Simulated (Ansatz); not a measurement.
**CH₉GaSSi₂: taking an electron away**

Aim: the vertical ionisation energy of CH₉GaSSi₂, as cation minus neutral at the neutral's geometry, on several levels, and how well −ε(HOMO) stands in for it.

The runs use Ansatz 0.2.0, Gaussian basis; unrestricted cation, the program's frozen cores in correlated methods.

Levels to be run: UKS PBE-D4/def2-TZVPP; UKS r2SCAN-D4/def2-TZVPP; UKS PBE0-D4/def2-TZVPP; UKS B3LYP-D4/def2-TZVPP; UKS wB97X-V/def2-TZVPP; UKS wB97M-V/def2-TZVPP; UKS B2PLYP/def2-TZVPP; UHF-CCSD(T)/def2-TZVPP; UHF-MP2/def2-QZVPP; extrapolation to the limit; then −ε(HOMO) from the neutral's earlier runs with LDA (SPW92), PBE-D4, revPBE-D4, BLYP-D4, r2SCAN-D4, B97M-V, PBE0-D4, B3LYP-D4, r2SCANh-D4, r2SCAN0-D4, HSE06-D4, BHLYP-D4, CAM-B3LYP-D4, LC-ωPBE, ωB97X-V, ωB97M-V.

## (1) The geometry

An earlier PBE0-D4 in a triple-zeta def2 set relaxation fixed the geometry.

14 atoms, charge 0, spin multiplicity 1.

Atoms are counted from 1 here; the program's logs count them from 0.

Bond lengths: C1–Si2 1.876 Å, C1–H6 1.098 Å, C1–H7 1.094 Å, C1–H8 1.094 Å, Si2–S3 2.132 Å, Si2–H9 1.484 Å, Si2–H10 1.487 Å, S3–Si4 2.156 Å, Si4–Ga5 2.417 Å, Si4–H11 1.491 Å, Si4–H12 1.489 Å, Ga5–H13 1.574 Å, Ga5–H14 1.571 Å. Angles: Si2–C1–H6 111.5°, Si2–C1–H7 110.6°, Si2–C1–H8 111.1°, H6–C1–H7 105.5°, H6–C1–H8 110.8°, H7–C1–H8 107.2°, C1–Si2–S3 112.2°, C1–Si2–H9 110.2°, C1–Si2–H10 108.8°, S3–Si2–H9 105.3°, S3–Si2–H10 111.0°, H9–Si2–H10 109.2°, Si2–S3–Si4 99.4°, S3–Si4–Ga5 109.7°, S3–Si4–H11 109.3°, S3–Si4–H12 104.2°, Ga5–Si4–H11 113.5°, Ga5–Si4–H12 112.2° and more.

## (2) Cation, UKS PBE-D4/def2-TZVPP

in.yaml reads:

```yaml
crystal:
  periodic: [false, false, false]
  atoms:
    - {symbol: C, position_ang: [-0.312559, 1.538114, 0.201139]}
    - {symbol: Si, position_ang: [-0.949578, 0.385321, 1.537019]}
    - {symbol: S, position_ang: [-1.362047, -1.568025, 0.787740]}
    - {symbol: Si, position_ang: [0.501675, -1.957539, -0.223800]}
    - {symbol: Ga, position_ang: [0.900388, -0.244247, -1.881254]}
    - {symbol: H, position_ang: [0.751540, 1.364530, -0.007082]}
    - {symbol: H, position_ang: [-0.379347, 2.579644, 0.528645]}
    - {symbol: H, position_ang: [-0.907326, 1.447388, -0.712901]}
    - {symbol: H, position_ang: [-2.243017, 0.881993, 2.069405]}
    - {symbol: H, position_ang: [0.046672, 0.333576, 2.639256]}
    - {symbol: H, position_ang: [1.594083, -2.075705, 0.783818]}
    - {symbol: H, position_ang: [0.309024, -3.299789, -0.838694]}
    - {symbol: H, position_ang: [2.260241, 0.545820, -1.935436]}
    - {symbol: H, position_ang: [-0.209749, 0.068930, -2.947865]}
basis:
  gaussian: {orbitals: def2-TZVPP}
total_charge: 1
magnetization: {spin_polarized: true, initial_magnetization: 1}
hamiltonian: {xc: pbe, dispersion: d4}
```

The run is started by

```bash
$ ansatz run in.yaml --threads 2 --pin off --events-out ev --progress --plain --max-ram 32768MiB --backend cuda --devices 0, --max-vram 18GiB
```

After this run come: Cation, UKS r2SCAN-D4/def2-TZVPP; Cation, UKS PBE0-D4/def2-TZVPP; Cation, UKS B3LYP-D4/def2-TZVPP; Cation, UKS wB97X-V/def2-TZVPP; Cation, UKS wB97M-V/def2-TZVPP; Cation, UKS B2PLYP (frozen core)/def2-TZVPP; Cation, UHF-CCSD(T)/def2-TZVPP; Cation, UHF-MP2/def2-QZVPP.

**Question.** What will the summary of the whole plan be? Wanted: ionisation energy, CCSD(T)/CBS; nearest functional by difference; nearest −ε(HOMO); −ε(HOMO) of PBE; T1 of the cation.

**Answer**, as computed:

| quantity | value |
| --- | --- |
| ionisation energy, CCSD(T)/CBS | 9.10 eV |
| nearest functional by difference | ωB97X-V (-0.12 eV) |
| nearest −ε(HOMO) | ωB97M-V (-0.07 eV) |
| −ε(HOMO) of PBE | 5.92 eV |
| T1 of the cation | 0.037 |

In words: By cation minus neutral, the functionals miss by 0.61 eV at most. The PBE orbital energy is 3.2 eV too small: a semilocal HOMO is no ionisation energy. Among orbital estimates ωB97M-V comes nearest. Hartree-Fock falls 0.92 eV short, as the neutral has more correlation energy than the cation. The cation's T1 (from the report) is 0.037, near the customary mark of 0.045 for open shells, so the coupled-cluster value is less safe. The cation may have settled in a state other than its lowest; no search over hole states beyond the program's own was made. Correlated methods include outer-core shells of Ga, which these sets cover unevenly. With outer-core shells in play the reference is unsure by up to some tenths of an eV, so close misses can't be ranked.
